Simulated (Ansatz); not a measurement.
# ZrNH2Cl2F (SMILES [NH2][Zr]([F])([Cl])[Cl]): levels of theory compared

We compute a comparison of 6 runs (HF/STO-3G, HF/3-21G, HF/def2-SVP, B2PLYP/STO-3G, CAM-B3LYP/def2-SVP, PBE0/def2-SVP) of ZrNH2Cl2F. 

The results are computed with Ansatz 0.2.0.

2 further runs of the same task are left out: 2 for a known fault of the program.

## 1. The system as given

ZrNH2Cl2F: 7 atoms, total charge 0, spin state singlet. As SMILES, `[NH2][Zr]([F])([Cl])[Cl]`. The shape is that of a PBE0-D4/def2-TZVP optimisation. This is one conformer, not always the lowest.

Bond lengths: N1–Zr2 1.998 Å, Zr2–F3 1.889 Å, Zr2–Cl4 2.350 Å, Zr2–Cl5 2.350 Å, N1–H6 1.012 Å, N1–H7 1.012 Å. Angles: N1–Zr2–F3 106.2°, N1–Zr2–Cl4 108.6°, N1–Zr2–Cl5 108.6°, F3–Zr2–Cl4 112.3°, F3–Zr2–Cl5 112.3°, Cl4–Zr2–Cl5 108.6°, Zr2–N1–H6 125.7°, Zr2–N1–H7 125.1°, H6–N1–H7 109.2°.

## 2. Energy and forces at HF/STO-3G (run 1)

job.yaml reads:

```yaml
crystal:
  periodic: [false, false, false]
  atoms:
    - {symbol: "N", position_ang: [-0.173500, 1.252200, -0.045000]}
    - {symbol: Zr, position_ang: [0.001700, -0.737400, -0.014200]}
    - {symbol: F, position_ang: [-1.625400, -1.420300, -0.687300]}
    - {symbol: Cl, position_ang: [0.409900, -1.418800, 2.197200]}
    - {symbol: Cl, position_ang: [1.843200, -1.347400, -1.340100]}
    - {symbol: H, position_ang: [0.532600, 1.912200, 0.254600]}
    - {symbol: H, position_ang: [-0.988400, 1.759500, -0.365300]}
basis:
  gaussian:
    orbitals: STO-3G
hamiltonian:
  xc: hf
accuracy: high
output: {forces: true, orbitals: {seedname: orbitals}}
```

Launch:

```sh
$ ansatz run job.yaml --threads 1 --pin off --max-ram 2610MiB --events-out events.jsonl --progress --plain --runs-dir runs
```

What it wrote:

```text
Warning: RAYON_NUM_THREADS=1 ignored (pool sized by the plan → 1); use --threads N
Functional definition: HF
  name "HF"
  exchange = exact_x
  correlation = 0
1179 factors; integrals over basis functions are off by at most 3.4e-9 eV
mean field evaluation 1: about -124235.8889 eV, gradient 3.1e1 eV
mean field evaluation 2: about -124235.9541 eV, gradient 3.1e1 eV
mean field evaluation 4: about -124239.8099 eV, gradient 1.7e0 eV
mean field evaluation 8: about -124239.8204 eV, gradient 3.2e-2 eV
mean field -124239.82039594 eV, -4565.7291867760 hartree, gradient 2.6e-8 eV, S^2 0.000000; 0 other end points of the search recorded, 0 dependent functions left out
the calculation of the forces begins
reference -124239.82039594 eV, -4565.7291867760 hartree; 46, 46 occupied and 11, 11 virtual orbitals, 1179 factors
Total energy: -124239.82039594 eV, -4565.7291867760 hartree
Atom 0 at    -0.173500     1.252200    -0.045000 Å, force    -0.062778    -1.122502    -0.048288 eV/Å
Atom 1 at     0.001700    -0.737400    -0.014200 Å, force    -1.479742    -0.551208    -0.610477 eV/Å
Atom 2 at    -1.625400    -1.420300    -0.687300 Å, force     1.734284     0.696122     0.716703 eV/Å
Atom 3 at     0.409900    -1.418800     2.197200 Å, force    -0.080808    -0.060829     0.005761 eV/Å
Atom 4 at     1.843200    -1.347400    -1.340100 Å, force    -0.053153    -0.059466    -0.062522 eV/Å
Atom 5 at     0.532600     1.912200     0.254600 Å, force     0.470210     0.567430     0.202133 eV/Å
Atom 6 at    -0.988400     1.759500    -0.365300 Å, force    -0.528014     0.530454    -0.203311 eV/Å
Dipole moment:    -0.495066     0.551082    -0.189511 e Å
```

It took 6.9 s on 1 thread of Intel Xeon Platinum 8259CL at 2.50GHz (Skylake/Cascade Lake), shared host.

## 3. Energy and gradient at HF/3-21G (run 2)

molecule.yaml reads:

```yaml
crystal:
  periodic: [false, false, false]
  atoms:
    - {symbol: N, position_ang: [-0.173500, 1.252200, -0.045000]}
    - {symbol: Zr, position_ang: [0.001700, -0.737400, -0.014200]}
    - {symbol: F, position_ang: [-1.625400, -1.420300, -0.687300]}
    - {symbol: Cl, position_ang: [0.409900, -1.418800, 2.197200]}
    - {symbol: Cl, position_ang: [1.843200, -1.347400, -1.340100]}
    - {symbol: H, position_ang: [0.532600, 1.912200, 0.254600]}
    - {symbol: H, position_ang: [-0.988400, 1.759500, -0.365300]}
basis:
  gaussian:
    orbitals: 3-21G-spherical.json
hamiltonian:
  xc: hf
accuracy: high
output:
  forces: true
  orbitals: {seedname: orbitals}
```

The basis set 3-21G is read from a file made from the Basis Set Exchange's data (not shown).

Launch:

```sh
$ ansatz run molecule.yaml --threads 1 --pin off --max-ram 2610MiB --events-out events.jsonl --progress --plain --runs-dir runs
```

What it wrote, cut to the lines that bear on the results:

```text
Warning: RAYON_NUM_THREADS=1 ignored (pool sized by the plan → 1); use --threads N
[... 2 set-up lines as earlier in the session ...]
[...]
1893 factors; integrals over basis functions are off by at most 9.5e-9 eV
[...]
mean field -124932.10646454 eV, -4591.1702305488 hartree, gradient 7.1e-8 eV, S^2 0.000000; 0 other end points of the search recorded, 0 dependent functions left out
[...]
reference -124932.10646454 eV, -4591.1702305488 hartree; 46, 46 occupied and 38, 38 virtual orbitals, 1893 factors
Total energy: -124932.10646454 eV, -4591.1702305488 hartree
Atom 0 at    -0.173500     1.252200    -0.045000 Å, force     0.027688    -0.476603     0.001105 eV/Å
Atom 1 at     0.001700    -0.737400    -0.014200 Å, force    -2.309569     1.386266    -0.907544 eV/Å
Atom 2 at    -1.625400    -1.420300    -0.687300 Å, force     0.803761     0.291772     0.331492 eV/Å
Atom 3 at     0.409900    -1.418800     2.197200 Å, force     0.231868    -0.481134     1.503047 eV/Å
Atom 4 at     1.843200    -1.347400    -1.340100 Å, force     1.219186    -0.431962    -0.933597 eV/Å
Atom 5 at     0.532600     1.912200     0.254600 Å, force     0.014134    -0.149999     0.002835 eV/Å
Atom 6 at    -0.988400     1.759500    -0.365300 Å, force     0.012932    -0.138341     0.002662 eV/Å
Dipole moment:    -0.369530     0.824804    -0.133136 e Å
```

Run time: 12 s. Hardware: 1 thread of Intel Xeon Platinum 8259CL at 2.50GHz (Skylake/Cascade Lake), shared host.

Runs 3 to 5 aren't shown in full; the table further down has their settings and results.

## 4. Energy and gradient at PBE0/def2-SVP (core potential) (run 6)

in.yaml reads:

```yaml
crystal:
  periodic: [false, false, false]
  atoms:
    - {symbol: N, position_ang: [-0.173500, 1.252200, -0.045000]}
    - {symbol: Zr, position_ang: [0.001700, -0.737400, -0.014200]}
    - {symbol: F, position_ang: [-1.625400, -1.420300, -0.687300]}
    - {symbol: Cl, position_ang: [0.409900, -1.418800, 2.197200]}
    - {symbol: Cl, position_ang: [1.843200, -1.347400, -1.340100]}
    - {symbol: H, position_ang: [0.532600, 1.912200, 0.254600]}
    - {symbol: H, position_ang: [-0.988400, 1.759500, -0.365300]}
basis:
  gaussian:
    orbitals: def2-SVP
hamiltonian:
  xc: pbe0
accuracy: high
output: {forces: true, orbitals: {seedname: orbitals}}
```

Launch:

```sh
$ ansatz run in.yaml --threads 1 --pin off --max-ram 2610MiB --events-out events.jsonl --progress --plain --runs-dir runs
```

What it wrote, cut to the lines that bear on the results:

```text
Warning: RAYON_NUM_THREADS=1 ignored (pool sized by the plan → 1); use --threads N
Functional definition: PBE0
  name "PBE0"
[...]
2258 factors; integrals over basis functions are off by at most 4.0e-9 eV
[...]
mean field -30549.19740355 eV, -1122.6622975909 hartree, gradient 3.8e-8 eV, S^2 0.000000; 0 other end points of the search recorded, 0 dependent functions left out
[...]
reference -30549.19740815 eV, -1122.6622977598 hartree; 32, 32 occupied and 73, 73 virtual orbitals, 2258 factors
Total energy: -30549.19740815 eV, -1122.6622977598 hartree
Atom 0 at    -0.173500     1.252200    -0.045000 Å, force     0.031687    -0.427057     0.004078 eV/Å
Atom 1 at     0.001700    -0.737400    -0.014200 Å, force    -0.016190     0.076918    -0.004790 eV/Å
Atom 2 at    -1.625400    -1.420300    -0.687300 Å, force    -0.095896    -0.020645    -0.039356 eV/Å
Atom 3 at     0.409900    -1.418800     2.197200 Å, force     0.023605    -0.026324     0.111618 eV/Å
Atom 4 at     1.843200    -1.347400    -1.340100 Å, force     0.095005    -0.022793    -0.064620 eV/Å
Atom 5 at     0.532600     1.912200     0.254600 Å, force     0.218710     0.231777     0.093394 eV/Å
Atom 6 at    -0.988400     1.759500    -0.365300 Å, force    -0.256922     0.188125    -0.100324 eV/Å
Dipole moment:    -0.160351     0.625991    -0.052373 e Å
```

Run time: 23 s. Hardware: 1 thread of Intel Xeon Platinum 8259CL at 2.50GHz (Skylake/Cascade Lake), shared host; peak memory 0.44 GiB.

## 5. The series

| run | level | core potential | frozen core orbitals | energy (Eh) | dipole moment (D) | HOMO energy (eV) | LUMO energy (eV) | wall time |
| --- | --- | --- | --- | --- | --- | --- | --- | --- |
| 1 | HF/STO-3G | none | – | -4565.729187 | 3.67 | -9.37 | 5.06 | 6.9 s |
| 2 | HF/3-21G | none | – | -4591.170231 | 4.39 | -11.84 | 0.84 | 12 s |
| 3 | HF/def2-SVP (core potential) | def2-SVP | – | -1120.466747 | 3.05 | -11.69 | 1.62 | 12 s |
| 4 | B2PLYP/STO-3G | none | 26 | -4568.376365 | 4.00 | -7.01 | 2.77 | 27 s |
| 5 | CAM-B3LYP/def2-SVP (core potential) | def2-SVP | – | -1123.072148 | 3.06 | -9.59 | -0.50 | 26 s |
| 6 | PBE0/def2-SVP (core potential) | def2-SVP | – | -1122.662298 | 3.11 | -8.27 | -1.72 | 23 s |

## 6. What came out

| quantity | value |
| --- | --- |
| run 6: total energy | -1122.66230 Eh |
| run 6: dipole moment | 3.11 D |
| run 6: HOMO energy | -8.27 eV |
| run 6: LUMO energy | -1.72 eV |
| run 6: HOMO–LUMO gap | 6.55 eV |
| run 6: largest force on an atom | 0.428 eV/Å |

What this shows: The dipole moment (its size) runs from 3.05 D (HF/def2-SVP) to 4.39 D (HF/3-21G). The two ends differ in basis and core potential. The HOMO–LUMO gap runs from 6.55 eV (PBE0/def2-SVP) to 14.43 eV (HF/STO-3G). The two ends differ in method and basis and core potential. Totals of different functionals can't be ranked against each other. Some runs of one species differ in core potentials or relativity; totals across that change don't compare. In runs 1, 4 the basis is minimal, so the values are rough. In runs 1, 2, 4 relativity is left out where basis or elements ask for it. All runs together took 1.8 min, the longest 27 s.
